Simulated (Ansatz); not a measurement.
# AlCl₂HSe: small, medium and large basis sets

The task here is to estimate one member of a computed series from the others.

The runs use Ansatz 0.2.0, Gaussian basis; one geometry, several basis sets.

Plan: PBE0-D4/def2-SVP; ωB97M-V/def2-SVP; PBE0-D4/def2-QZVPP; ωB97M-V/def2-QZVPP; the functionals' def2-TZVPP values are taken from earlier runs.

## The geometry

An earlier PBE0-D4 in a triple-zeta def2 set relaxation fixed the geometry.

SMILES `[Cl][Al]([Cl])[SeH]`, 5 atoms, charge 0, spin multiplicity 1.

Atoms are counted from 1 here; the program's logs count them from 0.

Bond lengths: Cl1–Al2 2.080 Å, Al2–Cl3 2.078 Å, Al2–Se4 2.290 Å, Se4–H5 1.470 Å. Angles: Cl1–Al2–Cl3 119.7°, Cl1–Al2–Se4 121.6°, Cl3–Al2–Se4 118.7°, Al2–Se4–H5 90.4°.

The first run:

in.yaml reads:

```yaml
crystal:
  periodic: [false, false, false]
  atoms:
    - {symbol: Cl, position_ang: [-1.129102, -1.388582, 1.240079]}
    - {symbol: Al, position_ang: [0.378774, -0.407396, 0.195226]}
    - {symbol: Cl, position_ang: [2.327249, -1.125361, 0.281040]}
    - {symbol: Se, position_ang: [-0.051812, 1.460302, -1.058798]}
    - {symbol: H, position_ang: [-1.475208, 1.387438, -0.698949]}
basis:
  gaussian: {orbitals: def2-SVP}
hamiltonian: {xc: pbe0, dispersion: d4}
output: {orbitals: {seedname: orbitals}}
```

Run with:

```console
> ansatz run in.yaml --threads 2 --pin off --events-out ev --progress --plain --max-ram 32768MiB --backend cpu
```

Among the steps run: PBE0-D4 in def2-SVP; ωB97M-V in def2-SVP; PBE0-D4 in def2-QZVPP; ωB97M-V in def2-QZVPP.

One table of the session follows, with a row left open; its other results are not shown here.

It belongs to the step «Density functionals: the series». 

| functional | basis | HOMO (eV) |
| --- | --- | --- |
| PBE0-D4 | def2-SVP | -7.73 |
| PBE0-D4 | def2-TZVPP | -7.82 |
| PBE0-D4 | def2-QZVPP | -7.84 |
| ωB97M-V | def2-SVP | ? |
| ωB97M-V | def2-TZVPP | -9.95 |
| ωB97M-V | def2-QZVPP | -9.97 |

**Question.** Estimate the row for ωB97M-V, def2-SVP.

**Answer.** HOMO (eV): -9.82. In the column «HOMO (eV)» it lies between ωB97M-V, def2-TZVPP (-9.95) and PBE0-D4, def2-QZVPP (-7.84).
